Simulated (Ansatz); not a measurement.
**CH3AlCl2O: rigid torsion scan in Python**

Program: Ansatz 0.2.0, driven from Python. Level of theory: Hartree-Fock/6-31G*. These are calculated values, not measurements.

## Step 1: The structure

Bond lengths: C1–O2 1.354 Å, O2–Al3 1.829 Å, Al3–Cl4 2.318 Å, Al3–Cl5 2.196 Å, C1–H6 1.112 Å, C1–H7 1.117 Å, C1–H8 1.157 Å. Angles: C1–O2–Al3 107.8°, O2–C1–H6 116.6°, O2–C1–H7 113.6°, O2–C1–H8 108.8°, H6–C1–H7 109.2°, H6–C1–H8 102.2°, H7–C1–H8 105.3°, O2–Al3–Cl4 119.4°, O2–Al3–Cl5 121.3°, Cl4–Al3–Cl5 119.3°.

The script holds or builds the structure itself.

## Step 2: The script

The input, ch3alcl2o_torsion.py:

```python
import ansatz as az
from ase import Atoms

atoms = Atoms(["C", "O", "Al", "Cl", "Cl", "H", "H", "H"], positions=[
    (-0.6066, 0.8872, -0.5271),
    (-0.1823, -0.3087, -0.9994),
    (0.6751, -1.177, 0.3631),
    (2.943, -0.8252, 0.6855),
    (-0.4127, -2.502, 1.7349),
    (0.1814, 1.6101, -0.2232),
    (-1.3628, 0.8027, 0.2909),
    (-1.1428, 1.4558, -1.3804),
])

first = (
    az.Crystal.molecule_from_ase(atoms).calculation()
    .basis(gaussian="6-31G*")
    .functional("hf")
    .relax(force_tolerance=0.02, max_steps=80)
)
atoms.positions = first.run(threads=1).report["positions_ang"]

start = atoms.get_dihedral(2, 1, 0, 5)
energies = {}
for turn in range(0, 121, 15):
    turned = atoms.copy()
    turned.set_dihedral(2, 1, 0, 5, start + turn, indices=[0, 5, 6, 7])
    job = az.Crystal.molecule_from_ase(turned).calculation().basis(gaussian="6-31G*").functional("hf")
    energies[round((start + turn) % 360)] = job.run(threads=1).report["free_energy_ev"]
floor = min(energies.values())
print("dihedral Al2-O1-C0-H5 (deg)   E - E(min) (kcal/mol)")
for angle, e in sorted(energies.items()):
    print(f"{angle:8d} {23.060548 * (e - floor):14.3f}  " + "#" * int(30 * (e - floor) / max(max(energies.values()) - floor, 1e-9)))
```

## Step 3: The calls as engine input

The engine receives this input (first run):

```yaml
crystal:
  periodic: [false, false, false]
  atoms:
    - { symbol: C, position_ang: [-0.6066, 0.8872, -0.5271] }
    - { symbol: O, position_ang: [-0.1823, -0.3087, -0.9994] }
    - { symbol: Al, position_ang: [0.6751, -1.177, 0.3631] }
    - { symbol: Cl, position_ang: [2.943, -0.8252, 0.6855] }
    - { symbol: Cl, position_ang: [-0.4127, -2.502, 1.7349] }
    - { symbol: H, position_ang: [0.1814, 1.6101, -0.2232] }
    - { symbol: H, position_ang: [-1.3628, 0.8027, 0.2909] }
    - { symbol: H, position_ang: [-1.1428, 1.4558, -1.3804] }
basis:
  gaussian:
    orbitals: "6-31G*"
hamiltonian:
  xc: hf
relax:
  f_tol: 0.02
  max_steps: 80
```

## Step 4: The run

On the command line:

```bash
python ch3alcl2o_torsion.py
```

Q: Estimate wall time and peak memory on 1 thread of Arm Neoverse V1, shared host.

About 89 s, with a peak of 0.26 GiB.
